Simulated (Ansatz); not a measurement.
**Cl₂H₅NO₂Si₂: up Jacob's ladder to CCSD(T)**

An exercise on one series of results from a longer session: the logs are not shown, and one member is left open.

Program: Ansatz 0.2.0, Gaussian basis. Level of theory: functionals in def2-TZVPP, the program's frozen cores in correlated methods. These are calculated values, not measurements.

Levels to be run: PBE-D4, r2SCAN-D4, PBE0-D4, B3LYP-D4, ωB97X-V, ωB97M-V, B2PLYP; CCSD(T)/def2-TZVPP; MP2/def2-QZVPP; extrapolation to the limit.

**Structure used throughout**

All runs share one geometry, relaxed beforehand with PBE0-D4 in a triple-zeta def2 set.

SMILES `O[SiH2]N[Si](O)(Cl)Cl`, 12 atoms, charge 0, spin multiplicity 1.

Atoms are counted from 1 here; the program's logs count them from 0.

Bond lengths: O1–Si2 1.659 Å, O1–H8 0.959 Å, Si2–N3 1.717 Å, Si2–H9 1.483 Å, Si2–H10 1.486 Å, N3–Si4 1.707 Å, N3–H11 1.010 Å, Si4–O5 1.618 Å, Si4–Cl6 2.043 Å, Si4–Cl7 2.036 Å, O5–H12 0.968 Å. Angles: Si2–O1–H8 116.7°, O1–Si2–N3 105.8°, O1–Si2–H9 112.5°, O1–Si2–H10 107.2°, N3–Si2–H9 107.3°, N3–Si2–H10 114.1°, H9–Si2–H10 109.9°, Si2–N3–Si4 127.7°, Si2–N3–H11 115.8°, Si4–N3–H11 116.2°, N3–Si4–O5 109.1°, N3–Si4–Cl6 108.1°, N3–Si4–Cl7 113.3°, O5–Si4–Cl6 113.0°, O5–Si4–Cl7 107.1°, Cl6–Si4–Cl7 106.3°, Si4–O5–H12 113.9°.

The first run:

Contents of in.yaml:

```yaml
crystal:
  periodic: [false, false, false]
  atoms:
    - {symbol: O, position_ang: [1.315854, 0.632643, 1.283046]}
    - {symbol: Si, position_ang: [-0.203426, 1.179738, 0.900744]}
    - {symbol: N, position_ang: [-0.580583, 0.485851, -0.623644]}
    - {symbol: Si, position_ang: [-0.290752, -1.114557, -1.143483]}
    - {symbol: O, position_ang: [0.777382, -1.810350, -0.147156]}
    - {symbol: Cl, position_ang: [0.352561, -1.045549, -3.080812]}
    - {symbol: Cl, position_ang: [-1.960417, -2.279635, -1.137641]}
    - {symbol: H, position_ang: [1.538857, 0.596547, 2.215227]}
    - {symbol: H, position_ang: [-0.251868, 2.653566, 0.739659]}
    - {symbol: H, position_ang: [-1.110790, 0.760166, 1.999659]}
    - {symbol: H, position_ang: [-0.935436, 1.123332, -1.321941]}
    - {symbol: H, position_ang: [1.348598, -1.181752, 0.316343]}
basis:
  gaussian: {orbitals: def2-TZVPP}
hamiltonian: {xc: pbe, dispersion: d4}
output: {forces: true, orbitals: {seedname: orbitals}}
```

On the command line:

```console
> ansatz run in.yaml --threads 2 --pin off --events-out ev --progress --plain --max-ram 32768MiB --backend cuda --devices 0, --max-vram 18GiB
```

Among the steps run: PBE-D4 (GGA); r2SCAN-D4 (meta-GGA); PBE0-D4 (hybrid); B3LYP-D4 (hybrid); ωB97X-V (range-separated); ωB97M-V (range-separated); B2PLYP (double hybrid); CCSD(T) in def2-TZVPP; MP2 in def2-QZVPP.

One table of the session follows, with a row left open; its other results are not shown here.

It belongs to the step «Atomisation energies». 

```
            method  atomisation energy (eV)
            PBE-D4                   46.662
         r2SCAN-D4                   46.280
           PBE0-D4                   45.803
          B3LYP-D4                   45.900
           ωB97X-V                   46.482
           ωB97M-V                   46.529
            B2PLYP                   45.488
     HF/def2-TZVPP                   32.742
    MP2/def2-TZVPP                   46.172
   CCSD/def2-TZVPP                   44.016
CCSD(T)/def2-TZVPP                   44.808
           MP2/CBS                   47.836
       CCSD(T)/CBS                        ?
```

**Question.** Estimate the row for CCSD(T)/CBS.

**Answer.** atomisation energy (eV): 46.472. In the column «atomisation energy (eV)» it lies between r2SCAN-D4 (46.280) and ωB97X-V (46.482).
